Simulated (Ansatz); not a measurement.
**Ga3Se: energy and stress against strain**

Aim: for Ga3Se, strain the cell along the Voigt pattern (0, 1, 0, 0, 0, 0).

Method: DFT PBEsol+D3(BJ), scalar-relativistic, plane waves, PAW, in Ansatz 0.2.0.

## Step 1: The structure to begin with

It takes space group Pm-3m (No. 221, cubic). Conventional cell: a = 4.225 Å, b = 4.225 Å, c = 4.225 Å, α = 90.00°, β = 90.00°, γ = 90.00°. Ga (site symmetry 4/mmm) is surrounded by 8 Ga at 2.99 Å and 4 Se at 2.99 Å. Se (site symmetry m-3m) has 12 Ga at 2.99 Å in its first shell of neighbours.

Structure file:

```cif
data_structure
_symmetry_space_group_name_H-M 'P 1'
_symmetry_Int_Tables_number 1
_cell_length_a 4.2249
_cell_length_b 4.2249
_cell_length_c 4.2249
_cell_angle_alpha 90.000
_cell_angle_beta 90.000
_cell_angle_gamma 90.000
_cell_volume 75.41
loop_
_atom_site_label
_atom_site_type_symbol
_atom_site_fract_x
_atom_site_fract_y
_atom_site_fract_z
_atom_site_occupancy
Ga1 Ga 0.00000 0.50000 0.50000 1
Ga2 Ga 0.50000 0.00000 0.50000 1
Ga3 Ga 0.50000 0.50000 0.00000 1
Se1 Se 0.00000 0.00000 0.00000 1
```

It goes back to an entry of the Materials Project, which need not be the stable form.

It is the result of an earlier relaxation at this level (volume 18.85 Å³/atom; gap on the mesh: none (metal)).

## Step 2: Zero of energy

The reference gives a free energy of -16655.2084 eV, pressure 0.09 GPa, largest force 0.000 eV/Å and gap on the mesh none (metal). It was computed beforehand with the settings of the runs below.

## Step 3: Next: energy and stress against strain

The cell is strained by ε times the Voigt pattern (0, 1, 0, 0, 0, 0) (xx, yy, zz, yz, xz, xy; engineering shear), with fractional coordinates fixed (clamped ions). The stress on the pattern is the sum of the stress components weighted by it, tension positive.

## Step 4: ε = -0.1000

Contents of input.yaml:

```yaml
crystal:
  lattice:
    - [4.2249181734, 0.0, 0.0]
    - [0.0, 3.8024263561, 0.0]
    - [0.0, 0.0, 4.2249181734]
  atoms:
    - { symbol: Ga, position: [0.0, 0.5, 0.5] }
    - { symbol: Ga, position: [0.5, 0.0, 0.5] }
    - { symbol: Ga, position: [0.5, 0.5, 0.0] }
    - { symbol: Se, position: [0.0, 0.0, 0.0] }
basis:
  ecutwfc: 420
kpoints:
  mp_grid: { grid: [12, 12, 12] }
hamiltonian:
  xc: pbesol
  dispersion: d3bj
scf:
  occupations: { method: gaussian, width: 0.15 }
output:
  forces: true
  stress: true
  eigenvalues: true
```

Run with:

```bash
$ ansatz run input.yaml --threads 1 --pin off --max-ram 2560MiB --backend cpu --events-out ev --progress --plain --runs-dir out
```

## Step 5: ε = 0.0750

input.yaml, as its differences from that of step 4:

```diff
@@ -3,3 +3,3 @@
     - [4.2249181734, 0.0, 0.0]
-    - [0.0, 3.8024263561, 0.0]
+    - [0.0, 4.5417870364, 0.0]
     - [0.0, 0.0, 4.2249181734]
```

## Step 6: ε = -0.0500

input.yaml, as its differences from that of step 5:

```diff
@@ -3,3 +3,3 @@
     - [4.2249181734, 0.0, 0.0]
-    - [0.0, 4.5417870364, 0.0]
+    - [0.0, 4.0136722647, 0.0]
     - [0.0, 0.0, 4.2249181734]
@@ -23 +23,5 @@
   eigenvalues: true
+  write_density: true
+  write_potential: true
+  elf: true
+  volumetric_format: npy
```

## Step 7: At ε = 0.0250

input.yaml, as its differences from that of step 6:

```diff
@@ -3,3 +3,3 @@
     - [4.2249181734, 0.0, 0.0]
-    - [0.0, 4.0136722647, 0.0]
+    - [0.0, 4.3305411277, 0.0]
     - [0.0, 0.0, 4.2249181734]
@@ -23,5 +23 @@
   eigenvalues: true
-  write_density: true
-  write_potential: true
-  elf: true
-  volumetric_format: npy
```

## Step 8: ε = 0.1000

input.yaml, as its differences from that of step 7:

```diff
@@ -3,3 +3,3 @@
     - [4.2249181734, 0.0, 0.0]
-    - [0.0, 4.3305411277, 0.0]
+    - [0.0, 4.6474099907, 0.0]
     - [0.0, 0.0, 4.2249181734]
```

## Step 9: At ε = -0.0750

input.yaml, as its differences from that of step 8:

```diff
@@ -3,3 +3,3 @@
     - [4.2249181734, 0.0, 0.0]
-    - [0.0, 4.6474099907, 0.0]
+    - [0.0, 3.9080493104, 0.0]
     - [0.0, 0.0, 4.2249181734]
@@ -23 +23,5 @@
   eigenvalues: true
+  write_density: true
+  write_potential: true
+  elf: true
+  volumetric_format: npy
```

## Step 10: Point ε = 0.0500

input.yaml, as its differences from that of step 9:

```diff
@@ -3,3 +3,3 @@
     - [4.2249181734, 0.0, 0.0]
-    - [0.0, 3.9080493104, 0.0]
+    - [0.0, 4.4361640821, 0.0]
     - [0.0, 0.0, 4.2249181734]
@@ -23,5 +23 @@
   eigenvalues: true
-  write_density: true
-  write_potential: true
-  elf: true
-  volumetric_format: npy
```

## Step 11: Point ε = -0.0250

input.yaml, as its differences from that of step 10:

```diff
@@ -3,3 +3,3 @@
     - [4.2249181734, 0.0, 0.0]
-    - [0.0, 4.4361640821, 0.0]
+    - [0.0, 4.1192952191, 0.0]
     - [0.0, 0.0, 4.2249181734]
```

## Step 12: At ε = 0.0875

input.yaml, as its differences from that of step 11:

```diff
@@ -3,3 +3,3 @@
     - [4.2249181734, 0.0, 0.0]
-    - [0.0, 4.1192952191, 0.0]
+    - [0.0, 4.5945985136, 0.0]
     - [0.0, 0.0, 4.2249181734]
```

(Steps that only read results are left out.)

**Question.** What will these runs give? Wanted: slope of the stress at ε = 0, over ±0.0250.

The runs gave:

```
                                  quantity   value
slope of the stress at ε = 0, over ±0.0250  60 GPa
```

The slope of the stress at zero strain, 60 GPa, estimates C22 with clamped ions in this Cartesian frame; letting the atoms relax could not make it stiffer. The undisturbed cell stays the lowest of the sampled points. Compression costs more than tension: 37.6 against 29.7 meV/atom at the ends. Spin polarisation is off in the runs that give these values; a magnetic solution could lie lower.
